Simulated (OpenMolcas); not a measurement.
**Ta⁴⁺ among point charges: CASSCF and CASPT2 levels and susceptibility**

Aim: the splitting of the states of Ta⁴⁺ in the field of 3 point charges, its lowest levels with spin-orbit coupling and its magnetic susceptibility.

Program: OpenMolcas 26.06. Level of theory: state-averaged CASSCF and CASPT2, spin-orbit coupling by RASSI with atomic mean-field integrals. These are calculated values, not measurements, unless marked.

## (1) The system

```
Species                           : Ta⁴⁺ (tantalum, Z = 73, 69 electrons)
Basis                             : ANO-RCC-VDZP [7s6p4d2f1g], 68 functions
Scalar Hamiltonian                : DKH2, point nucleus
Inactive shells                   : 1s 2s 2p 3s 3p 3d 4s 4p 4d 4f 5s 5p
Active space                      : 1 electron in 5 orbitals (5d)
Some configurations of this space : 5d
Orbitals                          : optimised for each spin and parity, averaged over all roots
```

Outer shells as boxes (Hund's rule):

5d
```
5d [↑ ][  ][  ][  ][  ]
```

The ion sits among 3 point charges of -2 e arranged as a planar triangle (D3h), 1.99 Å from the ion.

Each step is its own input file, run in one work folder so that later steps find the files of earlier ones. Labels, J, g values, rates, χT and fits are worked out afterwards by a script from the matrices that RASSI stores.

## (2) One- and two-electron integrals

Contents of a.inp:

```
&GATEWAY
Coord
1

Ta 0.0 0.0 0.0
Basis=ANO-RCC-VDZP
Group=NoSym
NoMove
AngMom=0.0 0.0 0.0
AMFI
XField
3 Angstrom 0
1.990000 0.000000 0.000000 -2.000000
-0.995000 1.723391 0.000000 -2.000000
-0.995000 -1.723391 0.000000 -2.000000
&SEWARD
```

Launch:

```
$ OMP_NUM_THREADS=1 MOLCAS_MEM=1689 MOLCAS_PROJECT=a pymolcas a.inp > a.log
```

## (3) CASSCF: doublets, 5 roots

Contents of a.inp:

```
&RASSCF
FileOrb=start.orb
Symmetry=1
Spin=2
nActEl=1 0 0
Inactive=34
Ras2=5
CIRoot=5 5 1
SDav=5
CIMx=300
Iter=120 100
PrWF=0.3
OrbListing=Nothing
MaxOrb=0
>>> COPY $Project.JobIph JOB001
```

start.orb holds the contracted functions of the basis, ordered by shell, or the orbitals of the step before.

## (4) State interaction with spin-orbit coupling

Contents of a.inp:

```
&RASSI
NrOfJobIphs=1 5
1 2 3 4 5
IphNames
JOB001
EJob
SpinOrbit
DIPRint=1.0
SOCoupling=1000.0
Subsets=2
Property=9
'ANGMOM' 1 'ANGMOM' 2 'ANGMOM' 3 'MLTPL  1' 1 'MLTPL  1' 2 'MLTPL  1' 3
'AMFI' 1 'AMFI' 2 'AMFI' 3
SOProperty=3
'ANGMOM' 1 'ANGMOM' 2 'ANGMOM' 3
```

## (5) CASPT2: IPEA 0.25, imaginary shift 0.1 (closed shells correlated: 4f 5s 5p)

Contents of a.inp:

```
>>> COPY JOB001 $Project.JobIph
&CASPT2
Multistate=5 1 2 3 4 5
NoMult
Frozen=23
IPEA=0.25
Imaginary=0.1
MaxIter=60
WThr=0.0 0.3 0.05
PrWF=0.5
NoMix
```

(Steps that only read results are left out.)

**Question.** What will these runs give? Wanted: spin-free ground state; first state of the same spin within the active space; lowest level; next level.

**Answer**, as computed:

| quantity | value |
| --- | --- |
| method | SS-CASPT2, IPEA 0.25, imaginary shift 0.1 (closed shells correlated: 4f 5s 5p) |
| spin-free ground state | 2A1, 1-fold in its orbital part |
| first state of the same spin within the active space | 2E at 10000 cm⁻¹ |
| lowest level | 2-fold E1/2, g = 0.54, 0.54, 1.82 |
| next level | 10486.4 cm⁻¹ |
| χT at 300 K | 0.14 cm³ K/mol |
| effective moment at 300 K | 1.07 μB |

Cost by method:

```
                                                 method  time of its own steps  time with the reference
                                              A. CASSCF                  2.5 s                    2.5 s
B. SS-CASPT2, IPEA 0.25, imaginary shift 0.1, +4f 5s 5p                  1.6 s                    4.1 s
```

Times are of one thread on a shared host.

**Reading.** The spin-free ground state (2A1) comes to 100 % from free-ion D terms and keeps the highest spin of the shell. χT at 300 K is 0.14, against 0.38 cm³ K/mol for the spin alone, so orbital moment lowers it. CASPT2 does not keep the components of a term degenerate, and the means are used. The field of point charges can differ much from that of real complexes. Point charges carry no covalency, so the field is a model and not that of real ligands.
